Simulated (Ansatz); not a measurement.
**Cl2FHSZr: up Jacob's ladder to CCSD(T)**

The task here is to estimate one member of a computed series from the others.

Method: functionals in def2-TZVPP, the program's frozen cores in correlated methods; program: Ansatz 0.2.0, Gaussian basis.

Levels to be run: LDA (SPW92), PBE-D4, revPBE-D4, BLYP-D4, r2SCAN-D4, B97M-V, PBE0-D4, B3LYP-D4, r2SCANh-D4, r2SCAN0-D4, HSE06-D4, BHLYP-D4, CAM-B3LYP-D4, LC-ωPBE, ωB97X-V, ωB97M-V, B2PLYP, PBE-QIDH; CCSD(T)/def2-SVP; CCSD(T)/def2-TZVPP; MP2/def2-QZVPP; extrapolation to the limit; RPA on PBE.

### The relaxed structure

The geometry comes from an earlier relaxation with PBE0-D4 in a triple-zeta def2 set; it is a stationary point. Zr takes the def2 core potential; no spin-orbit term is included.

SMILES `[F][Zr]([SH])([Cl])[Cl]`, 6 atoms, charge 0, spin multiplicity 1.

Atoms are counted from 1 here; the program's logs count them from 0.

Bond lengths: F1–Zr2 1.880 Å, Zr2–S3 2.422 Å, Zr2–Cl4 2.329 Å, Zr2–Cl5 2.329 Å, S3–H6 1.349 Å. Angles: F1–Zr2–S3 106.9°, F1–Zr2–Cl4 111.1°, F1–Zr2–Cl5 111.1°, S3–Zr2–Cl4 109.2°, S3–Zr2–Cl5 109.2°, Cl4–Zr2–Cl5 109.3°, Zr2–S3–H6 89.6°.

Geometry (Å):

```
F     0.09528   -1.79547   -0.69634
Zr   -0.27965    0.02217   -0.39556
S     0.89885    0.66171    1.62122
Cl   -2.56189    0.36927   -0.08937
Cl    0.46713    1.33620   -2.16719
H     1.38028   -0.59388    1.72723
```

Set-up of the first run:

File in.yaml:

```yaml
crystal:
  periodic: [false, false, false]
  atoms:
    - {symbol: F, position_ang: [0.095277, -1.795465, -0.696337]}
    - {symbol: Zr, position_ang: [-0.279649, 0.022172, -0.395556]}
    - {symbol: S, position_ang: [0.898847, 0.661710, 1.621219]}
    - {symbol: Cl, position_ang: [-2.561888, 0.369268, -0.089370]}
    - {symbol: Cl, position_ang: [0.467126, 1.336198, -2.167195]}
    - {symbol: H, position_ang: [1.380276, -0.593882, 1.727229]}
basis:
  gaussian: {orbitals: def2-TZVPP}
hamiltonian: {xc: lda}
output: {orbitals: {seedname: orbitals}}
```

Started as:

```sh
> ansatz run in.yaml --threads 4 --pin off --events-out ev --progress --plain --max-ram 10444MiB
```

Among the steps run: LDA; PBE-D4 (GGA); revPBE-D4 (GGA); BLYP-D4 (GGA); r2SCAN-D4 (meta-GGA); B97M-V (meta-GGA); PBE0-D4 (hybrid); B3LYP-D4 (hybrid); r2SCANh-D4 (hybrid); r2SCAN0-D4 (hybrid); HSE06-D4 (hybrid); BHLYP-D4 (hybrid); CAM-B3LYP-D4 (range-separated); LC-ωPBE (range-separated); ωB97X-V (range-separated); ωB97M-V (range-separated); B2PLYP (double hybrid); PBE-QIDH (double hybrid).

One of the session's tables, all rows but one given; the rest of the session is left out.

It belongs to the step «Frontier levels by functional». 

| functional | HOMO (eV) | LUMO (eV) | gap (eV) |
| --- | --- | --- | --- |
| LDA (SPW92) | -7.23 | -3.46 | 3.77 |
| PBE-D4 | ? | ? | ? |
| revPBE-D4 | -7.00 | -3.14 | 3.87 |
| BLYP-D4 | -6.88 | -3.08 | 3.80 |
| r2SCAN-D4 | -7.37 | -3.09 | 4.28 |
| B97M-V | -7.41 | -3.03 | 4.38 |
| PBE0-D4 | -8.28 | -2.42 | 5.86 |
| B3LYP-D4 | -8.02 | -2.62 | 5.40 |
| r2SCANh-D4 | -7.82 | -2.79 | 5.02 |
| r2SCAN0-D4 | -8.48 | -2.33 | 6.15 |
| HSE06-D4 | -7.88 | -2.80 | 5.08 |
| BHLYP-D4 | -9.32 | -1.44 | 7.88 |
| CAM-B3LYP-D4 | -9.55 | -1.32 | 8.23 |
| LC-ωPBE | -10.95 | -0.19 | 10.75 |
| ωB97X-V | -10.58 | -0.26 | 10.31 |
| ωB97M-V | -10.40 | -0.32 | 10.08 |

**Question.** Estimate the row for PBE-D4.

The run gave: HOMO (eV): -7.07; LUMO (eV): -3.22; gap (eV): 3.84. In the column «HOMO (eV)» it lies between LDA (SPW92) (-7.23) and revPBE-D4 (-7.00).
